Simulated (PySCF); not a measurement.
# GaHF: structure of the doublet

Aim: relax GaHF as a doublet from a linear start, check by its vibrations whether the end is a minimum, and collect its spectrum and constants.

Computed with PySCF 2.14.0. Level: PBE0, basis Ga def2-TZVP, H def2-TZVP, F def2-TZVP, no relativity, density fitting.

## 1. Starting geometry

3 atoms, charge 0, spin multiplicity 2.

Bond lengths: Ga1–H2 1.560 Å, Ga1–F3 1.880 Å. Angles: H2–Ga1–F3 180.0°.

```xyz
3
charge 0 multiplicity 2
Ga    0.0000    0.0000    0.0000
H     0.0000    0.0000   -1.5600
F     0.0000    0.0000    1.8800
```

## 2. The SCF at the typed geometry

The steps below are one call of a driver around PySCF. For each, scf.py gives the equivalent set-up of the SCF; relaxations use the driver's own optimiser. After this first run the driver tries any further starts and a stability analysis.

scf.py

```python
from pyscf import gto, scf, dft
mol = gto.M(atom='''
Ga     0.000000     0.000000     0.000000
H      0.000000     0.000000    -1.560000
F      0.000000     0.000000     1.880000''',
    basis={'Ga': 'def2-TZVP', 'H': 'def2-TZVP', 'F': 'def2-TZVP'},
    charge=0, spin=1)
mf = dft.UKS(mol, xc='PBE0')
mf.grids.atom_grid = (50, 194)
aux = {'Ga': 'def2-universal-JKFIT', 'H': 'def2-universal-JKFIT', 'F': 'def2-universal-JKFIT'}
mf = mf.density_fit(auxbasis=aux)
mf.conv_tol = 1e-08
mf.diis_space = 10
mf.max_cycle = 60
mf.init_guess = 'minao'
mf.verbose = 4
mf.kernel()
```

Launch:

```console
$ OMP_NUM_THREADS=2 python axn.py task.json out
```

The runs that follow: Linear start, doublet: relaxation; Hessian and properties; Following the imaginary mode; Hessian and properties.

**Question.** What will these runs give? Wanted: minimum; geometry; wavenumbers; dipole moment; highest occupied, lowest empty level; polar-tensor charge of Ga1; zero-point energy; atomisation energy; ⟨S²⟩.

The runs gave:

| quantity | value |
| --- | --- |
| minimum | doublet, Cs |
| geometry | Ga–F 1.767 Å, Ga–H 1.610 Å; F–Ga–H 114.2° |
| wavenumbers (cm⁻¹) | 524 (a'), 652 (a'), 1720 (a') |
| dipole moment | 2.21 D |
| highest occupied, lowest empty level (either spin) | -6.48, -3.10 eV |
| polar-tensor charge of Ga1 | +0.81 e |
| zero-point energy | 17.3 kJ/mol |
| entropy at 298.15 K | 258.6 J/(mol K) |
| atomisation energy (no zero-point energy) | 679 kJ/mol |
| ⟨S²⟩ | 0.755 |

What this shows: From C∞v at the start the molecule goes to a Cs minimum, after a stop at a second-order saddle point 92.8 kJ/mol higher, from which it was pushed off along an imaginary mode. The strongest infrared band lies at 1720 cm⁻¹ (a', stretch). Most of the spin sits on Ga1 (Mulliken spin 0.69, against 1 for the whole molecule). Other starts or spin states, not run here, may lie lower.
